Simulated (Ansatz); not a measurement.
# CH5FSi: the cost of one run

The runs use Ansatz 0.2.0, Gaussian basis; PBE0-D4/def2-TZVP structures, single points in def2-TZVPP, no counterpoise correction.

Levels: SPW92, PBE-D4, BLYP-D4, r2SCAN-D4, B97M-V, PBE0-D4, B3LYP-D4, r2SCAN0-D4, BHLYP-D4, CAM-B3LYP-D4, wB97X-V, wB97M-V, B2PLYP, PBE-QIDH, RPA on PBE, Hartree-Fock, MP2, CCSD, CCSD(T).

Cores are frozen in the correlated methods. B3LYP uses VWN-RPA correlation. B2PLYP carries no dispersion term here.

94 further runs of the same task are left out: 94 set aside as unsound or not needed.

### 1 The system as given

The complex: 13 atoms, charge 0, spin multiplicity 1.

Atoms are counted from 1 here; the program's logs count them from 0.

Bond lengths: Si1–F2 1.606 Å, Si1–H3 1.485 Å, Si1–H4 1.485 Å, Si1–C5 1.853 Å, C5–H8 1.092 Å, C5–H9 1.092 Å, C5–H10 1.094 Å, H6–C7 1.090 Å, C7–H11 1.090 Å, C7–H12 1.090 Å, C7–H13 1.090 Å. Angles: F2–Si1–H3 107.0°, F2–Si1–H4 107.3°, F2–Si1–C5 109.5°, H3–Si1–H4 109.7°, H3–Si1–C5 111.5°, H4–Si1–C5 111.6°, Si1–C5–H8 111.0°, Si1–C5–H9 111.0°, Si1–C5–H10 110.0°, H8–C5–H9 108.5°, H8–C5–H10 108.1°, H9–C5–H10 108.2°, H6–C7–H11 109.6°, H6–C7–H12 109.7°, H6–C7–H13 109.5°, H11–C7–H12 109.6°, H11–C7–H13 109.2°, H12–C7–H13 109.3°.

Coordinates:

```
Si   -0.0386   -1.1605   -1.2914
F     1.4003   -0.4604   -1.4228
H    -0.0359   -2.3350   -2.2003
H    -1.0524   -0.1768   -1.7483
C    -0.3209   -1.6649    0.4689
H     1.0164    1.7248    0.1552
C     0.2416    2.2214    0.7386
H     0.4450   -2.3684    0.8029
H    -0.3070   -0.7969    1.1313
H    -1.2951   -2.1527    0.5659
H    -0.7380    1.9856    0.3221
H     0.2892    1.8843    1.7742
H     0.3958    3.2995    0.7039
```

Its parts: CH5FSi holds atoms 1, 2, 3, 4, 5, 8, 9, 10; CH4 holds atoms 6, 7, 11, 12, 13. Each part counts its atoms afresh in its own runs.

### 2 Relaxing CH5FSi alone

Input file relax-a/in.yaml:

```yaml
crystal:
  periodic: [false, false, false]
  atoms:
    - {symbol: Si, position_ang: [-0.038626, -1.160502, -1.291428]}
    - {symbol: F, position_ang: [1.400251, -0.460397, -1.422802]}
    - {symbol: H, position_ang: [-0.035932, -2.334967, -2.200349]}
    - {symbol: H, position_ang: [-1.052447, -0.176826, -1.748318]}
    - {symbol: C, position_ang: [-0.320888, -1.664902, 0.468870]}
    - {symbol: H, position_ang: [0.445044, -2.368435, 0.802861]}
    - {symbol: H, position_ang: [-0.307002, -0.796894, 1.131307]}
    - {symbol: H, position_ang: [-1.295072, -2.152685, 0.565913]}
basis:
  gaussian: {orbitals: def2-TZVP}
hamiltonian: {xc: pbe0, dispersion: d4}
relax: {f_tol: 0.005, max_steps: 200}
```

Started as:

```console
> ansatz run in.yaml --threads 4 --pin off --events-out ev --progress --plain --max-ram 9574MiB
```

**Question.** How long does this run take on 4 threads of Intel Xeon at 2.50GHz, shared host?

About 13 s.
